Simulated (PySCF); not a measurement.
# H4S4Ta (Ta(SH)4+): the cost of one run

The runs use PySCF 2.14.0; PBE0, Ta def2-SVP with ECP60, S def2-SVP, H def2-SVP; scalar-relativistic core potentials, no spin–orbit coupling.

3 further runs of the same task are left out: 1 for a known fault of the program, 2 that didn't finish.

## 1. Starting geometry

9 atoms, charge 1, spin multiplicity 1.

Bond lengths: Ta1–S2 2.371 Å, Ta1–S4 2.371 Å, Ta1–S6 2.371 Å, Ta1–S8 2.371 Å, S2–H3 1.354 Å, S4–H5 1.354 Å, S6–H7 1.354 Å, S8–H9 1.354 Å. Angles: S2–Ta1–S4 85.6°, S2–Ta1–S6 147.7°, S2–Ta1–S8 85.6°, S4–Ta1–S6 85.6°, S4–Ta1–S8 147.7°, S6–Ta1–S8 85.6°, Ta1–S2–H3 105.2°, Ta1–S4–H5 105.2°, Ta1–S6–H7 105.2°, Ta1–S8–H9 105.2°.

Coordinates:

```xyz
9
H4S4Ta
Ta    0.0000    0.0000    0.0018
S     2.2375    0.4235    0.6607
H     2.6262   -0.6866    1.3315
S    -0.4235    2.2375    0.6607
H     0.6866    2.6262    1.3315
S    -2.2375   -0.4235    0.6607
H    -2.6262    0.6866    1.3315
S     0.4235   -2.2375    0.6607
H    -0.6866   -2.6262    1.3315
```

Formal oxidation states: Ta +5. An earlier session relaxed this geometry at PBE0, Ta def2-SVP with ECP60, S def2-SVP, H def2-SVP (singlet, point group C4).

Its energy there is -1650.917941 Eh.

## 2. Multiplicity 3 at the relaxed geometry

run.py (the lines that set the calculation) reads:

```python
mol = gto.M(atom='''
Ta     0.00000     0.00000     0.00182
S      2.23754     0.42352     0.66075
H      2.62622    -0.68665     1.33147
S     -0.42352     2.23754     0.66075
H      0.68665     2.62622     1.33147
S     -2.23754    -0.42352     0.66075
H     -2.62622     0.68665     1.33147
S      0.42352    -2.23754     0.66075
H     -0.68665    -2.62622     1.33147''',
    basis={'Ta': 'def2-SVP', 'S': 'def2-SVP', 'H': 'def2-SVP'},
    ecp={'Ta': 'def2-SVP'},
    charge=1, spin=2)
mf = dft.UKS(mol, xc='PBE0')
mf.grids.atom_grid = (50, 194)
mf = mf.density_fit()  # fitting sets: Ta def2-universal-JKFIT, S def2-universal-JKFIT, H def2-universal-JKFIT
mf.conv_tol = 1e-08; mf.max_cycle = 55
mf.kernel(dm0)  # dm0: free metal ions and neutral atoms
```

Command:

```console
> OMP_NUM_THREADS=2 python run.py
```

**Question.** How long does this run take on 2 threads of Arm Neoverse V2, shared host?

About 18 s.
